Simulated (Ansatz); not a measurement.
# YSi+ (triplet): the correlation ladder, def2-TZVPP

The task here is to estimate one member of a computed series from the others.

Program: Ansatz 0.2.0, Gaussian basis. Level of theory: def2-TZVPP, core rule «outside noble gas», up to 9 orbitals frozen. These are calculated values, not measurements.

To be run: UHF; ROHF; CCSD(T) on UHF.

2 further runs of the same task are left out: 2 set aside as unsound or not needed.

## What is computed

The geometry is a PBE0/def2-TZVP stationary point (not a proven minimum) of the parent state, kept for this charge and spin. No spin-orbit coupling is included. Elements past krypton take def2 core potentials.

2 atoms, charge 1, spin multiplicity 3.

Atoms are counted from 1 here; the program's logs count them from 0.

Bond lengths: Y1–Si2 2.649 Å.

The first run:

The input, in.yaml:

```yaml
crystal:
  periodic: [false, false, false]
  atoms:
    - {symbol: Y, position_ang: [0.000000, 0.000000, 0.000000]}
    - {symbol: Si, position_ang: [0.000000, 0.000000, 2.649000]}
basis:
  gaussian: {orbitals: def2-TZVPP}
total_charge: 1
magnetization: {spin_polarized: true, initial_magnetization: 2}
hamiltonian: {xc: hf}
output: {orbitals: {seedname: orbitals}}
```

Launch:

```console
> ansatz run in.yaml --threads 1 --pin off --events-out ev --progress --plain --max-ram 3968MiB --backend cpu
```

Among the steps run: UHF; ROHF; CCSD(T) on UHF.

One table of the session follows, with a row left open; its other results are not shown here.

| method | from UCCSD(T) (meV) |
| --- | --- |
| ROHF | +4175.6 |
| UHF | +3326.4 |
| UMP2 | +895.1 |
| UCCSD | ? |
| UCCSD(T) | 0 |

Estimate the missing values for UCCSD.

The run gave: from UCCSD(T) (meV): +241.3. In the column «from UCCSD(T) (meV)» it lies between UCCSD(T) (0) and UMP2 (+895.1).

To keep in mind: The determinant is far from a pure spin state, so its energy mixes those of several spin states (harmless only where they are near-degenerate, as at dissociation).
